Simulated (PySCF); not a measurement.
# C2H7GeNO: the cost of one run

Programs: PySCF 2.14.0, with density-fitted response routines of our own. Each step states its level of theory. These are calculated values for one molecule in the gas phase, unless marked as measured. Atoms are numbered from 0 throughout.

### Step 1. Starting geometry

12 atoms, charge 0, multiplicity 1; geometry from: GFN2-xTB. The atoms were then displaced at random by about 0.01 Å, so the start is not that level's minimum.

Bonds of the start (Å): C0–C1 1.47, C1–O2 1.21, C1–Ge3 2.05, Ge3–N4 1.81, C0–H5 1.07, C0–H6 1.11, C0–H7 1.10, Ge3–H8 1.52, Ge3–H9 1.50, N4–H10 1.00, N4–H11 1.02.

### Step 2. Geometry optimisation at PBE0-D3(BJ)/def2-SVP

The job: settings as JSON, then the geometry in Å.

```
{"job": {"xc": "PBE0", "basis": "def2-SVP", "d3": "d3bj", "grid": 1, "shake": 0.01, "kind": "geom"}, "charge": 0, "multiplicity": 1}
C     -1.631430     0.282070     0.793230
C     -0.992720    -0.657340    -0.146810
O     -1.599230    -1.341500    -0.945550
Ge     1.053920    -0.718570    -0.043230
N      1.578720     0.979850    -0.360660
H     -1.417220     0.017800     1.808200
H     -1.212770     1.293380     0.625900
H     -2.714720     0.337120     0.641850
H      1.563470    -1.011500     1.355820
H      1.548980    -1.763840    -0.996640
H      1.287380     1.391740    -1.221670
H      2.575310     1.162510    -0.225310
```

On the command line:

```console
> OMP_NUM_THREADS=1 python probes_run.py task.json out
```

This one command runs all jobs of the session in turn.

**Question.** How long does this first job take on 1 thread of Arm Neoverse V1, shared host, and how much memory does it need?

About 1.7 min, with a peak of 0.49 GiB.
